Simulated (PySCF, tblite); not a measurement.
# C₆H₉BN₂: geometry, infrared bands and NMR shifts

Wanted: the infrared bands and NMR shifts of C₆H₉BN₂ (`C#CB1NC[C@@H](C=C)N1`), by calculation.

Programs: tblite 0.8.0 and PySCF 2.14.0, with density-fitted response routines of our own. Each step states its level of theory. These are calculated values for one molecule in the gas phase, unless marked as measured. Atoms count from 0, in the outputs and in this text.

### 1 The starting structure

18 atoms, charge 0, multiplicity 1; geometry from: force field or distance geometry start.

Bonds of the start (Å): C0–C1 1.19, C1–B2 1.57, B2–N3 1.53, N3–C4 1.45, C4–C5 1.52, C5–C6 1.49, C6–C7 1.32, C5–N8 1.45, N8–B2 1.54, C0–H9 1.08, N3–H10 1.03, C4–H11 1.13, C4–H12 1.10, C5–H13 1.10, C6–H14 1.09, C7–H15 1.09, C7–H16 1.09, N8–H17 1.06.

### 2 Geometry optimisation with GFN2-xTB

What the job is given:

```
{"job": {"kind": "relax", "xc": "GFN2-xTB", "basis": "xTB"}, "charge": 0, "multiplicity": 1}
C     -3.804300     0.459700    -1.093900
C     -2.793800    -0.141300    -0.896100
B     -1.462900    -0.921600    -0.598400
N     -0.941000    -0.999400     0.833000
C      0.324600    -0.298700     0.848600
C      0.301700     0.462400    -0.466400
C      1.618600     1.035200    -0.846600
C      2.768300     0.388500    -0.822700
N     -0.183100    -0.557200    -1.372900
H     -4.718700     1.004300    -1.259100
H     -0.860800    -1.968800     1.185900
H      1.183600    -1.027000     0.841600
H      0.415500     0.434200     1.668100
H     -0.472900     1.237300    -0.394600
H      1.632600     2.079000    -1.158100
H      2.873000    -0.651900    -0.518600
H      3.682600     0.897200    -1.123200
H      0.428200    -1.425800    -1.367900
```

On the command line:

```sh
$ OMP_NUM_THREADS=1 python probes_run.py task.json out
```

One launch serves the whole session: the jobs run in the order shown.

**Question.** This job is followed by: GFN2-xTB harmonic vibrations, gas phase; GIAO PBE0/pcSseg-1 NMR shielding, non-relativistic, gas phase. What will the session give for the following? strongest single infrared mode (GFN2-xTB); zero-point energy (GFN2-xTB); ¹³C shifts against TMS (PBE0/pcSseg-1); ¹H shifts against TMS (PBE0/pcSseg-1); ¹¹B shifts against BF3·OEt2 (PBE0/pcSseg-1); ¹⁵N shifts against NH3 (PBE0/pcSseg-1); surface potential, 1st and 99th percentile.

**Answer**, as computed:

| quantity | value |
| --- | --- |
| strongest single infrared mode (GFN2-xTB) | 1379 cm⁻¹, 214 km/mol |
| zero-point energy (GFN2-xTB) | 88.9 kcal/mol |
| ¹³C shifts against TMS (PBE0/pcSseg-1) | 153.6, 118.4, 98.1, 88.2, 64.8, 55.3 ppm |
| ¹H shifts against TMS (PBE0/pcSseg-1) | 6.15, 5.21, 5.14, 4.27, 4.00, 3.41, 2.62, 2.36, 1.91 ppm |
| ¹¹B shifts against BF3·OEt2 (PBE0/pcSseg-1) | 18.0 ppm |
| ¹⁵N shifts against NH3 (PBE0/pcSseg-1) | 99.6, 84.5 ppm |
| surface potential, 1st and 99th percentile | -1.02 V and 1.42 V |

**Reading.** The optimisation took 218 steps and gained 2.416 eV; among the close pairs (by a distance rule), B2–N8 changed most, from 1.540 to 1.407 Å. No mode is imaginary among the 48: a minimum at this level. The strongest single mode, at 1379 cm⁻¹, is spread over many atoms; the largest shares are those of B2, N8. Unscaled tight-binding wavenumbers are off by several per cent, some by more. Its intensities can rank the bands wrongly. C6 (alkene CH) lies farthest downfield among carbon, at 153.6 ppm; as expected for a trigonal carbon in a double bond. The most deshielded hydrogen is H14 (hydrogen on an alkene CH), at 6.15 ppm: a vinylic proton, deshielded by the sp2 carbon and the C=C anisotropy. At PBE0/pcSseg-1: The widest tensor belongs to C1: span 296 ppm, with a paramagnetic part of -156 ppm.
